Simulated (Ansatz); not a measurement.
# HO− with AsH₃: structure and interaction energy

One table from this session's results is given with a row withheld; the runs are named, their logs left out.

Method: PBE0-D4 structure, single points in def2-TZVPPD; program: Ansatz 0.2.0, Gaussian basis.

Levels: PBE-D4, revPBE-D4, BLYP-D4, r2SCAN-D4, B97M-V, PBE0-D4, B3LYP-D4, HSE06-D4, wB97X-V, wB97M-V, B2PLYP, Hartree-Fock, MP2, CCSD, CCSD(T). The reference is CCSD(T) extrapolated to the basis limit. For elements past Ar these valence bases correlate outer-core shells poorly and lack relativity, so that limit is rough.

Correlated methods freeze the cores. Filled d shells of the heavier atoms are correlated. B3LYP uses VWN-RPA correlation. B2PLYP carries no dispersion term here.

27 further runs of the same task are left out: 27 set aside as unsound or not needed.

## The starting structure

The pair, from a GFN2-xTB docking trial: 6 atoms, charge -1, spin multiplicity 1.

Atoms are counted from 1 here; the program's logs count them from 0.

Bond lengths: O1–H2 0.965 Å, As3–H4 1.508 Å, As3–H5 1.485 Å. Angles: H4–As3–H5 87.1°.

Coordinates:

```
O     0.5389   -0.2047   -1.8067
H     0.4411    0.6474   -2.2497
As    0.2132    0.1832    0.4692
H    -1.2813    0.3528    0.5772
H    -0.0074   -1.2615    0.7339
H     0.0955    0.2828    2.2762
```

Atoms 1 to 2 are fragment A (HO−), the rest fragment B (AsH₃).

The first run:

Contents of pre/in.yaml:

```yaml
crystal:
  periodic: [false, false, false]
  atoms:
    - {symbol: O, position_ang: [0.538900, -0.204700, -1.806700]}
    - {symbol: H, position_ang: [0.441100, 0.647400, -2.249700]}
    - {symbol: As, position_ang: [0.213200, 0.183200, 0.469200]}
    - {symbol: H, position_ang: [-1.281300, 0.352800, 0.577200]}
    - {symbol: H, position_ang: [-0.007400, -1.261500, 0.733900]}
    - {symbol: H, position_ang: [0.095500, 0.282800, 2.276200]}
basis:
  gaussian: {orbitals: def2-SVPD}
total_charge: -1
hamiltonian: {xc: pbe, dispersion: d4}
relax: {f_tol: 0.03, max_steps: 250}
```

No record of the launch command was kept for these runs.

Among the steps run: A first relaxation in a small basis; Relaxation at PBE0-D4; CCSD(T)/def2-TZVPPD; MP2/def2-QZVPPD; Vibrations of the pair.

One table of the session follows, with a row left open; its other results are not shown here.

```
      method  interaction (kJ/mol)
      PBE-D4               -104.07
   revPBE-D4               -102.33
     BLYP-D4                -92.13
   r2SCAN-D4               -107.70
      B97M-V               -109.04
     PBE0-D4               -108.65
    B3LYP-D4                -97.92
    HSE06-D4               -109.16
     wB97X-V                -98.81
     wB97M-V                -99.14
      B2PLYP                -88.65
Hartree-Fock                -84.33
         MP2                -87.19
        CCSD                -85.04
     CCSD(T)                     ?
 CCSD(T)/CBS                -94.93
```

Estimate the missing values for CCSD(T).

As computed: interaction (kJ/mol): -87.28. In the column «interaction (kJ/mol)» it lies between B2PLYP (-88.65) and MP2 (-87.19).
